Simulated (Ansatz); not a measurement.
What does this script print? It uses Ansatz's Python interface.

`run_convert.py`
```python
"""Chain to YAML and back, for CO2."""

from pathlib import Path

import ansatz

FUNCTIONAL = "pbe"

xtal = (
    ansatz.Lattice.from_parameters(5.62, 5.62, 5.62, alpha=90.0, beta=90.0, gamma=90.0)
    .atom("C", (0.0, 0.0, 0.0))
    .atom("C", (0.5, 0.0, 0.5))
    .atom("C", (0.5, 0.5, 0.0))
    .atom("C", (0.0, 0.5, 0.5))
    .atom("O", (0.167, 0.167, 0.167))
    .atom("O", (0.333, 0.833, 0.667))
    .atom("O", (0.667, 0.333, 0.833))
    .atom("O", (0.833, 0.667, 0.333))
    .atom("O", (0.833, 0.833, 0.833))
    .atom("O", (0.667, 0.167, 0.333))
    .atom("O", (0.333, 0.667, 0.167))
    .atom("O", (0.167, 0.333, 0.667))
)

job = (
    xtal.calculation()
    .basis(21 * ansatz.Ha)
    .occupations(ansatz.OccupationsMethod.FIXED)
    .functional(FUNCTIONAL)
    .kpoints(3)
    .pseudopotentials("paw")
    .phonons("fd", supercell=2, temperatures=(0, 800, 100))
)
Path("written.yaml").write_text(job.to_yaml())
back = ansatz.Calculation.from_yaml("written.yaml")
print(back.to_python())
print("same input:", back.to_yaml() == job.to_yaml())
```

```console
$ python run_convert.py
(
    az.Lattice.from_parameters(5.62, 5.62, 5.62, alpha=90.0, beta=90.0, gamma=90.0)
    .atom("C", (0.0, 0.0, 0.0))
    .atom("C", (0.5, 0.0, 0.5))
    .atom("C", (0.5, 0.5, 0.0))
    .atom("C", (0.0, 0.5, 0.5))
    .atom("O", (0.167, 0.167, 0.167))
    .atom("O", (0.333, 0.833, 0.667))
    .atom("O", (0.667, 0.333, 0.833))
    .atom("O", (0.833, 0.667, 0.333))
    .atom("O", (0.833, 0.833, 0.833))
    .atom("O", (0.667, 0.167, 0.333))
    .atom("O", (0.333, 0.667, 0.167))
    .atom("O", (0.167, 0.333, 0.667))
    .calculation()
    .basis(cutoff=571.4391111657479)
    .kpoints(3, 3, 3)
    .functional("pbe")
    .pseudopotentials(kind="paw")
    .occupations(method="fixed")
    .phonons(method="fd", supercell=(2, 2, 2), temperatures=(0.0, 800.0, 100.0))
)

same input: True
```

`written.yaml`, as written:
```yaml
crystal:
  lattice:
    a: 5.62
    b: 5.62
    c: 5.62
    alpha: 90.0
    beta: 90.0
    gamma: 90.0
  atoms:
    - { symbol: C, position: [0.0, 0.0, 0.0] }
    - { symbol: C, position: [0.5, 0.0, 0.5] }
    - { symbol: C, position: [0.5, 0.5, 0.0] }
    - { symbol: C, position: [0.0, 0.5, 0.5] }
    - { symbol: O, position: [0.167, 0.167, 0.167] }
    - { symbol: O, position: [0.333, 0.833, 0.667] }
    - { symbol: O, position: [0.667, 0.333, 0.833] }
    - { symbol: O, position: [0.833, 0.667, 0.333] }
    - { symbol: O, position: [0.833, 0.833, 0.833] }
    - { symbol: O, position: [0.667, 0.167, 0.333] }
    - { symbol: O, position: [0.333, 0.667, 0.167] }
    - { symbol: O, position: [0.167, 0.333, 0.667] }
basis:
  ecutwfc: 571.4391111657479
kpoints:
  mp_grid:
    grid: [3, 3, 3]
hamiltonian:
  xc: pbe
  pseudopotentials:
    kind: paw
scf:
  occupations:
    method: fixed
phonons:
  method: fd
  supercell: [2, 2, 2]
  temperatures:
    t_min: 0.0
    t_max: 800.0
    t_step: 100.0
```

The input is only written out: it wasn't run, and its settings aren't tested. Fixed occupations are right only where the crystal has a gap.
